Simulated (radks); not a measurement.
**Ru⁴⁺ in [Kr] 4d4: an all-electron calculation**

An exercise on one series of results from a longer session: the logs are not shown, and one member is left open.

Program: radks (a radial shooting solver on a logarithmic mesh, Libxc functionals) version 1. Level of theory: Dirac Kohn-Sham, exchange-only B88, spin-unpolarised, spherical densities, point nucleus; open shells are shared between the two j in proportion to 2j + 1. These are calculated values, not measurements, unless marked.

### What is computed

* element: ruthenium (Z = 44)
* charge: +4
* electrons: 40
* configuration: [Kr] 4d4

Outer shells as boxes (Hund's rule):

Ru⁴⁺
```
[Kr] core
4d [↑ ][↑ ][↑ ][↑ ][  ]
```

The first run:

Input:

```text
Z 44
configuration [Kr] 4d4
relativity Dirac
functional b88,
spin unpolarised
j_filling average
nucleus point
c 137.035999084
```

The run is started by

```sh
python run_ks.py task.json out
```

All runs below come from this command, one after another.

One of the session's tables, all rows but one given; the rest of the session is left out.

It belongs to the step «Radial structure». Radial moments (bohr):

| level | <r> | outermost maximum (interpolated) | 90 % within | nodes |
| --- | --- | --- | --- | --- |
| 1s1/2 | 0.03343 | 0.0217 | 0.0599 | 0 |
| 2s1/2 | 0.1453 | 0.123 | 0.225 | 1 |
| 2p1/2 | 0.1236 | 0.0955 | 0.202 | 0 |
| 2p3/2 | 0.1284 | 0.0995 | 0.209 | 0 |
| 3s1/2 | 0.4025 | 0.362 | 0.594 | 2 |
| 3p1/2 | 0.3956 | 0.348 | 0.598 | 1 |
| 3p3/2 | 0.4063 | 0.358 | 0.613 | 1 |
| 3d3/2 | 0.3819 | 0.299 | 0.608 | 0 |
| 3d5/2 | 0.3854 | 0.302 | 0.613 | 0 |
| 4s1/2 | 1.003 | 0.910 | 1.45 | 3 |
| 4p1/2 | ? | ? | ? | ? |
| 4p3/2 | 1.104 | 0.981 | 1.62 | 2 |
| 4d3/2 | 1.370 | 1.14 | 2.10 | 1 |
| 4d5/2 | 1.381 | 1.15 | 2.11 | 1 |

Q: Estimate the row for 4p1/2 from the others.

The run gave: <r>: 1.077; outermost maximum (interpolated): 0.957; 90 % within: 1.58; nodes: 2. In the column «<r>» it lies between 4s1/2 (1.003) and 4p3/2 (1.104).

To keep in mind: Spin polarisation and multiplet splitting are left out.
